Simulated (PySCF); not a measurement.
# C5H4F4Ge: NMR shifts and electronic excitations in gas and solvents

Aim: compute the NMR shifts and electronic excitations of C5H4F4Ge (`FC1=[CH][GeH2][CH]=C1C(F)(F)F`), and see what a dielectric continuum does where one was used.

Programs: PySCF 2.14.0, with density-fitted response routines of our own. Each step states its level of theory. These are calculated values for one molecule, in the gas phase or a continuum, unless marked as measured. Atoms count from 0, in the outputs and in this text.

## Step 1: The starting structure

14 atoms, charge 0, multiplicity 1; geometry from: GFN2-xTB.

Bonds of the start (Å): F0–C1 1.34, C1–C2 1.33, C2–Ge3 1.94, Ge3–C4 1.96, C4–C5 1.34, C5–C6 1.50, C6–F7 1.34, C6–F8 1.34, C6–F9 1.34, C5–C1 1.47, C2–H10 1.07, Ge3–H11 1.49, Ge3–H12 1.49, C4–H13 1.08.

## Step 2: Geometry optimisation at PBE0-D3(BJ)/def2-SVP

Job settings and geometry (Å):

```
{"job": {"xc": "PBE0", "basis": "def2-SVP", "d3": "d3bj", "grid": 1, "kind": "geom"}, "charge": 0, "multiplicity": 1}
F      0.842225     2.198229    -0.323230
C     -0.003660     1.168677    -0.213980
C     -1.325383     1.282792    -0.359142
Ge    -2.086963    -0.486641    -0.108385
C     -0.280201    -1.171861     0.193822
C      0.570858    -0.147465     0.081447
C      2.060572    -0.266538     0.237883
F      2.721734     0.099140    -0.870672
F      2.533655     0.487801     1.241112
F      2.436323    -1.527821     0.504688
H     -1.792633     2.226282    -0.573957
H     -2.987668    -0.624446     1.076232
H     -2.745488    -1.067521    -1.317954
H      0.055951    -2.171099     0.409971
```

Log:

```text
step   0  E = -2667.71811604  max force = 0.019146
step   1  E = -2667.72002480  max force = 0.008157
step   2  E = -2667.72034833  max force = 0.002485
step   3  E = -2667.72050976  max force = 0.002573
step   4  E = -2667.72067058  max force = 0.002525
step   5  E = -2667.72072229  max force = 0.000987
step   6  E = -2667.72073247  max force = 0.000452
step   7  E = -2667.72073780  max force = 0.000784
step   8  E = -2667.72074111  max force = 0.001422
step   9  E = -2667.72075162  max force = 0.001587
step  10  E = -2667.72075909  max force = 0.000755
step  11  E = -2667.72076230  max force = 0.000250
optimisation converged
```

Run time: 8.6 min. Hardware: 1 thread, shared host.

The steps of the relaxation:

```
step  energy from step 0 (eV)  largest force component (eV/Å)
   0                   0.0000                          0.9845
   1                  -0.0519                          0.4194
   2                  -0.0607                          0.1278
   3                  -0.0651                          0.1323
   4                  -0.0695                          0.1298
   5                  -0.0709                          0.0508
   6                  -0.0712                          0.0232
   7                  -0.0713                          0.0403
   8                  -0.0714                          0.0731
   9                  -0.0717                          0.0816
  10                  -0.0719                          0.0388
  11                  -0.0720                          0.0129
```

Close pairs (by a distance rule), those that changed most:

```
   bond  before (Å)  after (Å)  change (Å)
Ge3–H11       1.495      1.536      +0.041
Ge3–H12       1.495      1.536      +0.041
  C1–C5       1.466      1.485      +0.019
 C2–H10       1.075      1.090      +0.015
 C4–H13       1.076      1.091      +0.015
  F0–C1       1.337      1.327      -0.010
  C6–F9       1.343      1.333      -0.010
 C2–Ge3       1.943      1.935      -0.008
```

The next job starts from the end point, and lists it.

```csv
at the end point,value
point group (found at 0.08 Å tolerance),Cs
"rotational constants (GHz, main isotopes)","1.845, 0.591, 0.489"
dipole moment (D),3.08
```

## Step 3: NMR shieldings: PBE0/pcSseg-1 in tetrahydrofuran

Job settings and geometry (Å):

```
{"job": {"kind": "nmr", "xc": "PBE0", "basis": "pcSseg-1", "solvent": "tetrahydrofuran", "pop": true}, "charge": 0, "multiplicity": 1}
F      0.781673     2.178937    -0.508566
C     -0.043638     1.161238    -0.298023
C     -1.378968     1.240709    -0.389710
Ge    -2.060570    -0.523435     0.017116
C     -0.236165    -1.171349     0.276334
C      0.589805    -0.133796     0.060002
C      2.088924    -0.218673     0.164158
F      2.672561     0.074830    -0.999858
F      2.556631     0.635168     1.076321
F      2.482867    -1.442682     0.516508
H     -1.890130     2.166961    -0.650529
H     -2.909694    -0.600333     1.294528
H     -2.784689    -1.211582    -1.149072
H      0.136773    -2.160875     0.543802
```

Level: GIAO PBE0/pcSseg-1 NMR shielding, non-relativistic, IEF-PCM tetrahydrofuran.

Log:

```text
coarse grid: 64408 points
cycle   1  E = -2667.9422245066  dE =  1.086e+00  |g| = 1.287e+00  |ddm| = 3.857e+00
cycle   2  E = -2667.7511521314  dE =  1.911e-01  |g| = 1.665e+00  |ddm| = 1.555e+00
cycle   3  E = -2668.1382810156  dE = -3.871e-01  |g| = 2.022e-01  |ddm| = 1.034e+00
cycle   4  E = -2668.1448684477  dE = -6.587e-03  |g| = 9.080e-02  |ddm| = 2.144e-01
cycle   5  E = -2668.1464695965  dE = -1.601e-03  |g| = 1.785e-02  |ddm| = 7.809e-02
cycle   6  E = -2668.1465288653  dE = -5.927e-05  |g| = 4.362e-03  |ddm| = 1.574e-02
cycle   7  E = -2668.1465324636  dE = -3.598e-06  |g| = 7.134e-04  |ddm| = 3.852e-03
final grid: 136984 points
cycle   8  E = -2668.1464880373  dE =  1.117e-07  |g| = 1.027e-03  |ddm| = 2.171e-03
cycle   9  E = -2668.1464875824  dE =  4.550e-07  |g| = 1.685e-03  |ddm| = 2.136e-03
cycle  10  E = -2668.1464882836  dE = -7.012e-07  |g| = 1.309e-04  |ddm| = 1.372e-03
cycle  11  E = -2668.1464882865  dE = -2.896e-09  |g| = 1.985e-05  |ddm| = 1.166e-04
cycle  12  E = -2668.1464882865  dE = -6.094e-11  |g| = 4.648e-06  |ddm| = 1.731e-05
converged SCF energy = -2668.1464882865

GIAO shielding tensors (ppm)
atom      isotropic    diamagn.    paramagn.     s11        s22        s33       span
  0 F      266.522     474.024    -207.502    139.121    275.308    385.137    246.016
  1 C       13.280     246.596    -233.316    -91.127     55.068     75.900    167.027
  2 C       82.066     264.200    -182.134     -2.776     81.277    167.697    170.473
  3 Ge    1482.607    2754.106   -1271.499   1409.296   1469.142   1569.384    160.088
  4 C       36.681     254.325    -217.644    -72.461      7.459    175.046    247.507
  5 C       35.488     269.163    -233.675    -74.577     65.046    115.995    190.573
  6 C       59.062     240.381    -181.319     51.159     55.607     70.420     19.261
  7 F      256.669     472.681    -216.012    178.348    255.430    336.229    157.881
  8 F      257.380     472.728    -215.348    179.386    256.419    336.336    156.950
  9 F      265.170     472.506    -207.336    191.633    256.036    347.840    156.208
 10 H       25.569      29.895      -4.326     22.807     25.733     28.167      5.359
 11 H       26.345      27.133      -0.788     20.403     20.538     38.094     17.691
 12 H       26.346      27.132      -0.786     20.397     20.540     38.102     17.705
 13 H       23.790      31.319      -7.529     21.887     22.035     27.448      5.561
```

It took 1.8 min on 1 thread, shared host.

The references, computed at this level on geometries of the same kind, shield at (ppm): 1H TMS 31.24, 13C TMS 185.3, 19F CFCl3 180.0, 73Ge GeMe4 1329. Their shielding less the atom's gives the shift. The references are single molecules in the same continuum, so shifts against H2O, NH3, PH3, H3PO4 or CFCl3 are not on the usual liquid scales and can be off by tens of ppm. Atoms listed in one row are averaged.

```csv
atoms,environment,σ (ppm),δ (ppm)
C1,fully substituted alkene carbon,13.3,172.0
C5,fully substituted alkene carbon,35.5,149.8
C4,alkene CH,36.7,148.6
C6,CF3 carbon,59.1,126.2
C2,alkene CH,82.1,103.2
H13,hydrogen on an alkene CH,23.79,7.45
H10,hydrogen on an alkene CH,25.57,5.68
"H11, H12","hydrogen on a germanium bonded to 2 C, in a 5-membered ring",26.35,4.90
"F7, F8, F9",fluorine of a CF3 group,259.7,-79.8
F0,vinylic fluorine,266.5,-86.5
Ge3,"germanium bonded to 2 C, 2 H, in a 5-membered ring",1483,-153
```

Charges from the same density, by scheme (e):

```
     atoms  Mulliken    IAO  Hirshfeld  ESP fit
        F0     -0.26  -0.26      -0.08    -0.17
        C1      0.42   0.29       0.07     0.31
        C2     -0.45  -0.47      -0.17    -0.56
       Ge3      0.62   0.67       0.36     0.50
        C4     -0.31  -0.35      -0.12    -0.41
        C5     -0.48  -0.09      -0.06    -0.04
        C6      0.97   0.81       0.25     0.55
F7, F8, F9     -0.27  -0.28      -0.09    -0.19
```

Mayer bond orders: F0–C1 0.97, C1–C2 1.79, C2–Ge3 0.87, Ge3–C4 0.85, C4–C5 1.75, C5–C6 0.97, C6–F7 1.00, C6–F8 1.00, C6–F9 1.00, C5–C1 0.95.

Ring of atoms C1, C2, Ge3, C4, C5: NICS(0) -2.8, NICS(1) -2.7, NICS(1)zz 0.4 ppm (means of both faces).

## Step 4: Shielding tensors: PBE0/pcSseg-1 in water

The job, as its differences from that of step 3:

```diff
@@ -1,2 +1,2 @@
-{"job": {"kind": "nmr", "xc": "PBE0", "basis": "pcSseg-1", "solvent": "tetrahydrofuran", "pop": true}, "charge": 0, "multiplicity": 1}
+{"job": {"kind": "nmr", "xc": "PBE0", "basis": "pcSseg-1", "solvent": "water", "pop": false}, "charge": 0, "multiplicity": 1}
 F      0.781673     2.178937    -0.508566
```

Level: GIAO PBE0/pcSseg-1 NMR shielding, non-relativistic, IEF-PCM water.

Log:

```text
coarse grid: 64408 points
cycle   1  E = -2667.9436048080  dE =  1.085e+00  |g| = 1.286e+00  |ddm| = 3.857e+00
cycle   2  E = -2667.7557043101  dE =  1.879e-01  |g| = 1.658e+00  |ddm| = 1.550e+00
cycle   3  E = -2668.1396818255  dE = -3.840e-01  |g| = 1.970e-01  |ddm| = 1.022e+00
cycle   4  E = -2668.1458753912  dE = -6.194e-03  |g| = 8.850e-02  |ddm| = 2.042e-01
cycle   5  E = -2668.1473709055  dE = -1.496e-03  |g| = 1.677e-02  |ddm| = 7.408e-02
cycle   6  E = -2668.1474231393  dE = -5.223e-05  |g| = 4.337e-03  |ddm| = 1.484e-02
cycle   7  E = -2668.1474267198  dE = -3.580e-06  |g| = 6.711e-04  |ddm| = 3.771e-03
final grid: 136984 points
cycle   8  E = -2668.1473823190  dE =  8.425e-08  |g| = 9.400e-04  |ddm| = 2.104e-03
cycle   9  E = -2668.1473819533  dE =  3.657e-07  |g| = 1.522e-03  |ddm| = 1.930e-03
cycle  10  E = -2668.1473825262  dE = -5.729e-07  |g| = 1.205e-04  |ddm| = 1.231e-03
cycle  11  E = -2668.1473825287  dE = -2.435e-09  |g| = 1.820e-05  |ddm| = 1.081e-04
cycle  12  E = -2668.1473825287  dE = -4.457e-11  |g| = 4.693e-06  |ddm| = 1.589e-05
converged SCF energy = -2668.1473825287

GIAO shielding tensors (ppm)
atom      isotropic    diamagn.    paramagn.     s11        s22        s33       span
  0 F      268.418     474.166    -205.748    142.192    277.403    385.660    243.468
  1 C       13.564     246.711    -233.148    -90.945     54.842     76.794    167.738
  2 C       81.657     264.164    -182.507     -3.260     80.298    167.934    171.195
  3 Ge    1482.232    2754.066   -1271.834   1409.107   1468.825   1568.765    159.657
  4 C       35.602     254.183    -218.582    -73.771      5.327    175.248    249.019
  5 C       36.041     269.252    -233.211    -73.776     66.032    115.868    189.645
  6 C       59.001     240.509    -181.508     51.401     55.278     70.324     18.923
  7 F      257.254     472.766    -215.512    178.963    256.103    336.696    157.732
  8 F      257.971     472.813    -214.842    180.007    257.096    336.810    156.803
  9 F      265.138     472.515    -207.378    191.491    256.176    347.746    156.255
 10 H       25.504      29.847      -4.343     22.741     25.668     28.104      5.363
 11 H       26.317      27.085      -0.768     20.374     20.507     38.072     17.698
 12 H       26.319      27.084      -0.766     20.367     20.509     38.080     17.713
 13 H       23.699      31.238      -7.539     21.768     21.942     27.387      5.619
```

Wall time 98 s (1 thread, shared host).

In short: δ C1 171.9, C4 149.9, C5 149.5, C6 126.5, H13 7.54, H10 5.73 ppm.

## Step 5: Ultraviolet spectrum: PBE0/def2-SVPD

The job, as its differences from that of step 4:

```diff
@@ -1,2 +1,2 @@
-{"job": {"kind": "nmr", "xc": "PBE0", "basis": "pcSseg-1", "solvent": "water", "pop": false}, "charge": 0, "multiplicity": 1}
+{"job": {"kind": "uv", "xc": "PBE0", "basis": "def2-SVPD", "dynamic": true, "nstates": 6, "ntriplets": 0}, "charge": 0, "multiplicity": 1}
 F      0.781673     2.178937    -0.508566
```

With the program's defaults for keys left out, this is: TDDFT PBE0/def2-SVPD, vertical, gas phase, core orbitals frozen in the response.

Log:

```text
coarse grid: 64408 points
cycle   1  E = -2667.5723691048  dE =  1.092e+00  |g| = 1.001e+00  |ddm| = 7.243e+00
cycle   2  E = -2667.3927345219  dE =  1.796e-01  |g| = 1.444e+00  |ddm| = 3.322e+00
cycle   3  E = -2667.7378690930  dE = -3.451e-01  |g| = 1.642e-01  |ddm| = 2.363e+00
cycle   4  E = -2667.7434534131  dE = -5.584e-03  |g| = 6.302e-02  |ddm| = 5.043e-01
cycle   5  E = -2667.7443312264  dE = -8.778e-04  |g| = 1.886e-02  |ddm| = 1.472e-01
cycle   6  E = -2667.7443995942  dE = -6.837e-05  |g| = 4.243e-03  |ddm| = 3.422e-02
cycle   7  E = -2667.7444034813  dE = -3.887e-06  |g| = 8.967e-04  |ddm| = 8.624e-03
final grid: 136984 points
cycle   8  E = -2667.7443630699  dE =  2.546e-07  |g| = 1.412e-03  |ddm| = 9.749e-03
cycle   9  E = -2667.7443620287  dE =  1.041e-06  |g| = 2.444e-03  |ddm| = 7.363e-03
cycle  10  E = -2667.7443635461  dE = -1.517e-06  |g| = 2.098e-04  |ddm| = 4.705e-03
cycle  11  E = -2667.7443635552  dE = -9.149e-09  |g| = 2.317e-05  |ddm| = 2.976e-04
cycle  12  E = -2667.7443635553  dE = -1.010e-10  |g| = 4.720e-06  |ddm| = 3.803e-05
converged SCF energy = -2667.7443635553

Static polarisability (au): isotropic 87.399, principal 65.454 86.394 110.349

Singlet excitations
state   eV       nm        f      main configurations
  1   4.5146    274.6   0.04721   H->L 0.97
  2   5.7797    214.5   0.00013   H-2->L 0.99
  3   6.3538    195.1   0.08779   H-1->L 0.79, H->L+4 0.19
  4   6.3697    194.6   0.01164   H->L+1 0.88, H-3->L 0.08
  5   6.5123    190.4   0.00271   H-3->L 0.89, H->L+1 0.08
  6   6.6697    185.9   0.00001   H->L+2 0.90
```

It took 2.9 min on 1 thread, shared host.

Frontier orbitals and where they lie:

```
orbital     eV                         atoms
 HOMO−3  -9.99   Ge3 28 %, C2 24 %, H11 10 %
 HOMO−2  -9.52    C4 30 %, Ge3 22 %, C2 15 %
 HOMO−1  -9.38    C5 21 %, Ge3 19 %, C4 12 %
   HOMO  -7.47     C2 32 %, C1 20 %, C4 18 %
   LUMO  -2.10     C4 26 %, C5 20 %, C2 13 %
 LUMO+1   0.13  Ge3 40 %, H11 12 %, H12 12 %
 LUMO+2   0.30  Ge3 49 %, H12 14 %, H11 14 %
```

With each of the 6 states as a Gaussian band of 0.4 eV half-width at 1/e, the curve within the window shown has maxima at 275 nm (ε 1,900), 195 nm (ε 4,100) L/(mol cm). Beyond the last state computed it falls off for lack of states. The curve at chosen wavelengths:

(nm, ε (L/mol/cm)): (178, 412), (184, 1661), (189, 3179), (195, 4120), (200, 3539), (206, 2035), (211, 988), (217, 321), (222, 107), (228, 33), (233, 39), (239, 112), (244, 253), (250, 549), (255, 890), (261, 1343), (266, 1666), (272, 1887), (277, 1895), (283, 1715), (288, 1459), (294, 1106), (299, 826), (305, 545), (310, 367), (316, 218)

Further results of this job:

```
           property  computed
  dipole moment (D)      3.36
polarisability (Å³)     12.95
 HOMO–LUMO gap (eV)      5.37
      −ε(HOMO) (eV)      7.47
C6 with itself (au)      3129
```

## Step 6: Ultraviolet spectrum: PBE0/def2-SVPD in tetrahydrofuran

The job, as its differences from that of step 5:

```diff
@@ -1,2 +1,2 @@
-{"job": {"kind": "uv", "xc": "PBE0", "basis": "def2-SVPD", "dynamic": true, "nstates": 6, "ntriplets": 0}, "charge": 0, "multiplicity": 1}
+{"job": {"kind": "uv", "xc": "PBE0", "basis": "def2-SVPD", "solvent": "tetrahydrofuran", "nstates": 6, "ntriplets": 0}, "charge": 0, "multiplicity": 1}
 F      0.781673     2.178937    -0.508566
```

Level: TDDFT PBE0/def2-SVPD, vertical, IEF-PCM tetrahydrofuran (non-equilibrium linear response), core orbitals frozen in the response.

Log:

```text
coarse grid: 64408 points
cycle   1  E = -2667.5782722352  dE =  1.087e+00  |g| = 9.942e-01  |ddm| = 7.242e+00
cycle   2  E = -2667.4096885383  dE =  1.686e-01  |g| = 1.415e+00  |ddm| = 3.380e+00
cycle   3  E = -2667.7436300037  dE = -3.339e-01  |g| = 1.423e-01  |ddm| = 2.326e+00
cycle   4  E = -2667.7475607289  dE = -3.931e-03  |g| = 5.517e-02  |ddm| = 4.002e-01
cycle   5  E = -2667.7482116261  dE = -6.509e-04  |g| = 1.507e-02  |ddm| = 1.245e-01
cycle   6  E = -2667.7482559711  dE = -4.434e-05  |g| = 3.591e-03  |ddm| = 2.696e-02
cycle   7  E = -2667.7482587130  dE = -2.742e-06  |g| = 5.596e-04  |ddm| = 7.041e-03
final grid: 136984 points
cycle   8  E = -2667.7482184143  dE =  3.945e-08  |g| = 8.071e-04  |ddm| = 9.336e-03
cycle   9  E = -2667.7482181233  dE =  2.910e-07  |g| = 1.330e-03  |ddm| = 3.622e-03
cycle  10  E = -2667.7482185731  dE = -4.498e-07  |g| = 9.668e-05  |ddm| = 2.255e-03
cycle  11  E = -2667.7482185748  dE = -1.682e-09  |g| = 1.703e-05  |ddm| = 1.291e-04
cycle  12  E = -2667.7482185748  dE = -5.548e-11  |g| = 4.037e-06  |ddm| = 2.680e-05
converged SCF energy = -2667.7482185748

Static polarisability (au): isotropic 111.336, principal 84.271 111.108 138.629

Singlet excitations
state   eV       nm        f      main configurations
  1   4.4946    275.9   0.06383   H->L 0.98
  2   5.7479    215.7   0.00028   H-2->L 0.99
  3   6.3034    196.7   0.13328   H-1->L 0.83, H->L+4 0.15
  4   6.4346    192.7   0.01916   H-3->L 0.79, H->L+1 0.19
  5   6.5320    189.8   0.00208   H->L+1 0.72, H-3->L 0.19
  6   6.6825    185.5   0.00018   H->L+2 0.84, H->L+1 0.08
```

Run time: 2.3 min. Hardware: 1 thread, shared host.

This run: HOMO -7.29 eV, LUMO -1.90 eV; lowest singlet 4.49 eV.

## Step 7: TDDFT and polarisability: PBE0/def2-SVPD in water

The job, as its differences from that of step 6:

```diff
@@ -1,2 +1,2 @@
-{"job": {"kind": "uv", "xc": "PBE0", "basis": "def2-SVPD", "solvent": "tetrahydrofuran", "nstates": 6, "ntriplets": 0}, "charge": 0, "multiplicity": 1}
+{"job": {"kind": "uv", "xc": "PBE0", "basis": "def2-SVPD", "solvent": "water", "nstates": 6, "ntriplets": 0}, "charge": 0, "multiplicity": 1}
 F      0.781673     2.178937    -0.508566
```

With the program's defaults for keys left out, this is: TDDFT PBE0/def2-SVPD, vertical, IEF-PCM water (non-equilibrium linear response), core orbitals frozen in the response.

Log:

```text
coarse grid: 64408 points
cycle   1  E = -2667.5795286289  dE =  1.085e+00  |g| = 9.928e-01  |ddm| = 7.241e+00
cycle   2  E = -2667.4140507684  dE =  1.655e-01  |g| = 1.407e+00  |ddm| = 3.392e+00
cycle   3  E = -2667.7448879289  dE = -3.308e-01  |g| = 1.374e-01  |ddm| = 2.312e+00
cycle   4  E = -2667.7484883900  dE = -3.600e-03  |g| = 5.396e-02  |ddm| = 3.796e-01
cycle   5  E = -2667.7491059906  dE = -6.176e-04  |g| = 1.434e-02  |ddm| = 1.209e-01
cycle   6  E = -2667.7491461178  dE = -4.013e-05  |g| = 3.526e-03  |ddm| = 2.577e-02
cycle   7  E = -2667.7491487679  dE = -2.650e-06  |g| = 5.185e-04  |ddm| = 6.880e-03
final grid: 136984 points
cycle   8  E = -2667.7491084721  dE =  1.935e-08  |g| = 7.268e-04  |ddm| = 9.310e-03
cycle   9  E = -2667.7491082449  dE =  2.271e-07  |g| = 1.183e-03  |ddm| = 3.181e-03
cycle  10  E = -2667.7491086011  dE = -3.562e-07  |g| = 8.629e-05  |ddm| = 1.973e-03
cycle  11  E = -2667.7491086024  dE = -1.300e-09  |g| = 1.562e-05  |ddm| = 1.141e-04
cycle  12  E = -2667.7491086024  dE = -4.184e-11  |g| = 4.273e-06  |ddm| = 2.491e-05
converged SCF energy = -2667.7491086024

Static polarisability (au): isotropic 118.221, principal 91.049 118.069 145.546

Singlet excitations
state   eV       nm        f      main configurations
  1   4.5106    274.9   0.06149   H->L 0.98
  2   5.7403    216.0   0.00027   H-2->L 0.99
  3   6.3028    196.7   0.12727   H-1->L 0.83, H->L+4 0.15
  4   6.4352    192.7   0.01664   H-3->L 0.88, H->L+1 0.10
  5   6.5512    189.3   0.00367   H->L+1 0.84, H-3->L 0.09
  6   6.6905    185.3   0.00053   H->L+2 0.89
```

Wall time 2.4 min (1 thread, shared host).

This run: HOMO -7.27 eV, LUMO -1.87 eV; lowest singlet 4.51 eV.

## Step 8: Side by side: NMR shifts

Shifts (ppm) of some atoms, chosen among heavy atoms and hydrogens apart, with basis size and wall time:

```csv
run,C5,C4,C6,C2,H13,H10,F0,functions,time
PBE0/pcSseg-1 in tetrahydrofuran,149.8,148.6,126.2,103.2,7.45,5.68,-86.5,214,1.8 min
PBE0/pcSseg-1 in water,149.5,149.9,126.5,103.8,7.54,5.73,-87.8,214,98 s
```

The continuum's effect on the ground state:

| solvent | ε | polarisation energy (Eh) | μ (D) |
| --- | --- | --- | --- |
| tetrahydrofuran | 7.43 | -0.0045 | 4.09 |
| water | 78.36 | -0.0057 | 4.28 |

## Step 9: Comparing the runs: electronic excitations

Excitations and ground-state properties, with basis size and wall time:

```csv
run,lowest singlet (eV),brightest (eV),f,gap (eV),α (Å³),μ (D),functions,time
PBE0/def2-SVPD,4.51,6.35,0.088,5.37,12.95,3.36,262,2.9 min
PBE0/def2-SVPD in tetrahydrofuran,4.49,6.30,0.133,5.39,16.50,4.19,262,2.3 min
PBE0/def2-SVPD in water,4.51,6.30,0.127,5.40,17.52,4.38,262,2.4 min
```

The continuum's effect on the ground state:

```
        solvent      ε  polarisation energy (Eh)  μ (D)
tetrahydrofuran   7.43                   -0.0045   4.19
          water  78.36                   -0.0057   4.38
```

## Step 10: Summary of results

| quantity | value |
| --- | --- |
| point group | Cs |
| rotational constants (main isotopes) | 1.84, 0.59, 0.49 GHz |
| 13C shifts against TMS (PBE0/pcSseg-1, tetrahydrofuran) | 172.0, 149.8, 148.6, 126.2, 103.2 ppm |
| 1H shifts against TMS (PBE0/pcSseg-1, tetrahydrofuran, means over atoms taken as alike) | 7.45, 5.68, 4.90 ppm |
| 19F shifts against CFCl3 (PBE0/pcSseg-1, tetrahydrofuran, means over atoms taken as alike) | -79.8, -86.5 ppm |
| 73Ge shifts against GeMe4 (PBE0/pcSseg-1, tetrahydrofuran) | -153 ppm |
| lowest singlet (PBE0/def2-SVPD) | 4.51 eV (275 nm), f = 0.047 |
| brightest single state of those computed | state 3, 6.35 eV, f = 0.088 |
| range of the shift of C4 | 148.6 to 149.9 ppm |
| range of the lowest singlet | 4.49 to 4.51 eV |

What this shows: Over 11 steps the energy fell by 0.072 eV; of the close pairs, Ge3–H11 changed most, 1.495 to 1.536 Å. The first singlet state (HOMO→LUMO 0.97) lies at 4.51 eV and is weak; of the 6 states computed, the strongest absorption comes from states 3 to 4 together at 6.35 eV. Across the 2 runs the shift of C4 moves most, between 148.6 (PBE0/pcSseg-1 in tetrahydrofuran) and 149.9 ppm (PBE0/pcSseg-1 in water). The continuum holds electrostatics alone: no hydrogen bonds to the solvent, and the gas-phase geometry is kept. The lowest singlet runs from 4.49 eV (PBE0/def2-SVPD in tetrahydrofuran) to 4.51 eV (PBE0/def2-SVPD), while the orbital gap spans 5.37 to 5.40 eV. The lowest state need not be the same one in every run. Spin-orbit coupling is left out, which matters for shieldings and couplings at and beside the heavy atoms.
